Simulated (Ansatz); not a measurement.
Ti3Ag:

```
Ag Ti
1.0
     4.09881    0.00000    0.00000
     0.00000    4.09881    0.00000
     0.00000    0.00000    4.09881
Ag Ti
1 3
Direct
  0.00000 0.00000 0.00000
  0.00000 0.50000 0.50000
  0.50000 0.00000 0.50000
  0.50000 0.50000 0.00000
```

The cell comes from a database or a generator and needn't be the stable form of this composition.

Base run:

| Property | Result |
| --- | --- |
| Program | Ansatz 0.2.0 |
| Functional | LDA |
| Potentials or basis | all-electron LAPW, scalar-relativistic |
| Cutoff | 211 eV (chosen from the basis error) |
| Basis error allowed | 0.002 eV/atom |
| k mesh | 7 × 7 × 7 |
| Occupations | fermi-dirac, width 0.05 eV |
| Spin | no spin polarisation |

Its results: pressure -9.5 GPa.

Problem. The run is repeated on the same cell with these changes: functional from LDA to PBEsol. What comes out?

Solution. Pressure -5.2 GPa.

PBEsol binds less tightly than LDA, so the same cell stands under more pressure.
